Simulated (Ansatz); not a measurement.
## C₂H₇Si₂, SMILES C=C[SiH2][SiH2]: a rigid torsion scan, step by step

Program: Ansatz's Python interface.

Typed at the interpreter:
```pycon
>>> import ansatz
>>> from ase import Atoms
>>> atoms = Atoms(['C', 'C', 'Si', 'Si', 'H', 'H', 'H', 'H', 'H', 'H', 'H'], positions=[
...     (-1.0273, 1.8577, 0.2923),
...     (-0.1329, 1.1248, -0.2656),
...     (0.5973, -0.3557, 0.4906),
...     (0.0305, -2.2427, -0.6249),
...     (-1.4542, 2.7614, -0.2725),
...     (-1.4929, 1.7276, 1.2648),
...     (0.2883, 1.3721, -1.2445),
...     (2.1478, -0.2101, 0.4475),
...     (0.2163, -0.4291, 1.9715),
...     (0.3445, -2.1855, -2.0346),
...     (0.5481, -3.4772, -0.004),
... ])
>>> first = (
...     ansatz.Crystal.molecule_from_ase(atoms).calculation()
...     .basis(gaussian='def2-SVP')
...     .functional('r2scan')
...     .spin('collinear', total=1)
...     .relax(force_tolerance=0.02, max_steps=80)
... )
>>> atoms.positions = first.run(threads=1, backend='cpu').report['positions_ang']
>>> start = atoms.get_dihedral(2, 1, 0, 4)
>>> energies = {}
>>> for turn in range(0, 360, 30):
...     turned = atoms.copy()
...     turned.set_dihedral(2, 1, 0, 4, start + turn, indices=[0, 4, 5])
...     calc = ansatz.Crystal.molecule_from_ase(turned).calculation()
...     calc = calc.basis(gaussian='def2-SVP')
...     calc = calc.functional('r2scan')
...     calc = calc.spin('collinear', total=1)
...     energies[round((start + turn) % 360)] = calc.run(threads=1, backend='cpu').report['free_energy_ev']
...
>>> floor = min(energies.values())
>>> print('dihedral Si2-C1-C0-H4 (deg)   E - E(min) (eV)')
dihedral Si2-C1-C0-H4 (deg)   E - E(min) (eV)
>>> for angle, e in sorted(energies.items()):
...     print(f'{angle:8d} {(e - floor):14.3f}  ' + '#' * int(30 * (e - floor) / max(max(energies.values()) - floor, 1e-9)))
...
       1          0.000
      31          0.469  #####
      61          1.752  #####################
      91          2.484  #############################
     121          1.717  ####################
     151          0.449  #####
     181          0.000
     211          0.469  #####
     241          1.752  #####################
     271          2.484  ##############################
     301          1.717  ####################
     331          0.449  #####
```

The lowest point is at 1° and the highest at 91°, 2.484 eV (239.7 kJ/mol) above it, with the rest of the molecule held.

Caveats:
- The scan is rigid and the energies are electronic, in a modest basis. With rigid groups the curve can differ much from the relaxed path, the start wasn't checked as a minimum of this torsion, and equivalent turns needn't return to the same energy.
- The species is open-shell (spin multiplicity 2).
- The expectation value of S² is noticeably off S(S+1) in at least one run, so that state is spin-contaminated.
- The whole script took 11 min on 1 thread of Arm Neoverse N1, with other jobs on the host, peak memory 0.35 GiB.
